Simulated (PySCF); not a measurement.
# C2H9BrOSi2: the cost of one run

The runs use PySCF 2.14.0, with density-fitted response routines of our own; the level of theory stands in each step. All values are computed, except where a source is named. Atoms are numbered from 0 throughout.

**1. The starting structure**

15 atoms, charge 0, multiplicity 1; geometry from: GFN2-xTB.

Bonds of the start (Å): C0–Si1 1.89, Si1–O2 1.64, O2–Si3 1.61, Si3–C4 1.88, Si3–Br5 2.22, C0–H6 1.09, C0–H7 1.09, C0–H8 1.09, Si1–H9 1.46, Si1–H10 1.46, Si3–H11 1.45, C4–H12 1.09, C4–H13 1.09, C4–H14 1.09.

**2. Ultraviolet spectrum: B3LYP/def2-SVPD**

Job settings and geometry (Å):

```
{"job": {"kind": "uv", "xc": "B3LYP", "basis": "def2-SVPD", "nstates": 8, "ntriplets": 3}, "charge": 0, "multiplicity": 1}
C     -2.649251     0.159563    -0.421629
Si    -1.412303    -0.975284     0.450316
O      0.033394    -0.212565     0.572362
Si     1.216902     0.791838     0.164015
C      2.864346    -0.120527     0.085155
Br     0.752977     1.570110    -1.857975
H     -3.619797    -0.318444    -0.512596
H     -2.314292     0.422145    -1.422909
H     -2.791279     1.088649     0.126106
H     -1.128610    -2.186774    -0.318492
H     -1.739842    -1.227611     1.851629
H      1.159033     1.941357     1.050913
H      2.841541    -0.929369    -0.642247
H      3.667293     0.554933    -0.197123
H      3.115474    -0.550035     1.050563
```

With the program's defaults for keys left out, this is: TDDFT B3LYP/def2-SVPD, vertical, gas phase, core orbitals frozen in the response.

Launch:

```
$ OMP_NUM_THREADS=1 python probes_run.py task.json out
```

The driver reads the jobs from task.json and runs them one after another.

**Question.** How long does this job take on 1 thread of Arm Neoverse N1, shared host, and how much memory does it need?

About 88 s, with a peak of 1 GiB.
